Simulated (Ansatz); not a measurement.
# Ru: the cost of one run

Program: Ansatz 0.2.0. Level of theory: DFT PBE, scalar-relativistic, plane waves, PAW. These are calculated values, not measurements.

## Step 1: The starting structure

Symmetry: P6/mmm, No. 191, hexagonal system. Conventional cell: a = 2.745 Å, b = 2.745 Å, c = 17.000 Å, α = 90.00°, β = 90.00°, γ = 120.00°. Around Ru (site symmetry 6mm) lie 1 Ru at 2.11 Å.

Coordinates:

```cif
data_structure
_symmetry_space_group_name_H-M 'P6/mmm'
_symmetry_Int_Tables_number 191
_cell_length_a 2.7449
_cell_length_b 2.7449
_cell_length_c 17.0000
_cell_angle_alpha 90.000
_cell_angle_beta 90.000
_cell_angle_gamma 120.000
_cell_volume 110.93
loop_
_atom_site_label
_atom_site_type_symbol
_atom_site_symmetry_multiplicity
_atom_site_Wyckoff_symbol
_atom_site_fract_x
_atom_site_fract_y
_atom_site_fract_z
_atom_site_occupancy
Ru1 Ru 2 e 0.00000 0.00000 0.56211 1
```

Recipe of the guess: random sheet by layer group and Wyckoff sites. Its size is a rough estimate.

It is a sheet, periodic along a and b, with vacuum along c; volumes and pressures of the box carry no meaning, and space groups named for it are those of the box.

## Step 2: Probe: one point on a coarse mesh

File input.yaml:

```yaml
crystal:
  lattice:
    - [2.744895, 0.0, 0.0]
    - [-1.372447, 2.377148, 0.0]
    - [0.0, 0.0, 17.0]
  atoms:
    - { symbol: Ru, position: [0.0, 0.0, 0.56210974] }
    - { symbol: Ru, position: [0.0, 0.0, 0.43789026] }
  periodic: [true, true, false]
basis:
  ecutwfc: 420
kpoints:
  mp_grid: { grid: [6, 6, 1] }
hamiltonian:
  xc: pbe
scf:
  occupations: { method: gaussian, width: 0.1 }
  lower_state_search: "off"
output:
  forces: true
  stress: true
  eigenvalues: true
```

Launch:

```
> ansatz run input.yaml --threads 1 --pin off --max-ram 2048MiB --backend cpu --events-out ev --progress --plain --runs-dir out
```

Q: Estimate wall time and peak memory on 1 thread of Arm Neoverse V1, shared host.

About 1.9 s, with a peak of 0.34 GiB.
